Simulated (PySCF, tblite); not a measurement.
# C6H9O radical: geometry, infrared bands and EPR parameters

Aim: predict the infrared bands and EPR parameters of C6H9O radical (`[H]/[C]=C\C(=O)C(C)C`).

The runs use tblite 0.8.0 and PySCF 2.14.0, with density-fitted response routines of our own; the level of theory stands in each step. All values are computed, except where a source is named. Atoms are numbered from 0 throughout.

**1. Starting geometry**

16 atoms, charge 0, multiplicity 2; geometry from: force field or distance geometry start.

Bonds of the start (Å): C0–C1 1.31, C1–C2 1.48, C2–O3 1.24, C2–C4 1.54, C4–C5 1.53, C4–C6 1.53, C0–H7 1.07, C1–H8 1.08, C4–H9 1.09, C5–H10 1.10, C5–H11 1.10, C5–H12 1.09, C6–H13 1.09, C6–H14 1.10, C6–H15 1.09.

**2. Optimising the geometry with GFN2-xTB**

What the job is given:

```
{"job": {"kind": "relax", "xc": "GFN2-xTB", "basis": "xTB"}, "charge": 0, "multiplicity": 2}
C      2.523400     0.714400    -0.018600
C      1.804200     0.480300    -1.091400
C      0.427900    -0.050600    -1.045100
O     -0.151300    -0.230200    -2.132400
C     -0.263300    -0.304700     0.302500
C     -1.319500    -1.403600     0.157400
C     -0.896300     0.989800     0.801800
H      3.104900     0.922500     0.855900
H      2.224200     0.643700    -2.069600
H      0.481500    -0.657300     1.018600
H     -1.762500    -1.637700     1.131400
H     -0.871300    -2.324200    -0.235000
H     -2.127000    -1.105900    -0.509000
H     -1.639400     1.367000     0.097000
H     -1.393900     0.832300     1.771200
H     -0.149000     1.773200     0.954100
```

Command:

```console
OMP_NUM_THREADS=1 python probes_run.py task.json out
```

The driver reads the jobs from task.json and runs them one after another.

**Question.** This job is followed by: GFN2-xTB harmonic vibrations, gas phase; UKS B3LYP, pcH-1 on C H O, non-relativistic, mean-field spin-orbit, GIAO. Predict these results of the whole session: strongest single infrared mode (GFN2-xTB); zero-point energy (GFN2-xTB); g(iso) (B3LYP); ⟨S²⟩; largest a(iso) (averaged by class); potential on the surface of density 0.002 e/bohr³, 1st and 99th percentile.

**Answer**, as computed:

| quantity | value |
| --- | --- |
| strongest single infrared mode (GFN2-xTB) | 1769 cm⁻¹, 276 km/mol |
| zero-point energy (GFN2-xTB) | 81.5 kcal/mol |
| g(iso) (B3LYP) | 2.00245 |
| ⟨S²⟩ | 0.760 (exact 0.75) |
| largest a(iso) (averaged by class) | 13C on C0, 318.8 MHz |
| potential on the surface of density 0.002 e/bohr³, 1st and 99th percentile | -1.56 V and 1.48 V |

**Reading.** Relaxing lowered the energy by 0.311 eV in 76 steps; the close pair that moved most is C2–O3, from 1.245 to 1.202 Å. No mode is imaginary among the 42: a minimum at this level. The strongest single mode, at 1769 cm⁻¹, moves mainly C2 and O3. GFN2-xTB is a fitted tight-binding method: band positions and strengths are rough. Its intensities can rank the bands wrongly. Most of the unpaired spin sits on C0 (1.01 e). The isotropic g lies 0.1 ppt above the free-electron value. These values are for one conformer; the search (at its own cheap level) found 2 more, at 0.14, 1.41 kcal/mol, and measured spectra average over such forms.
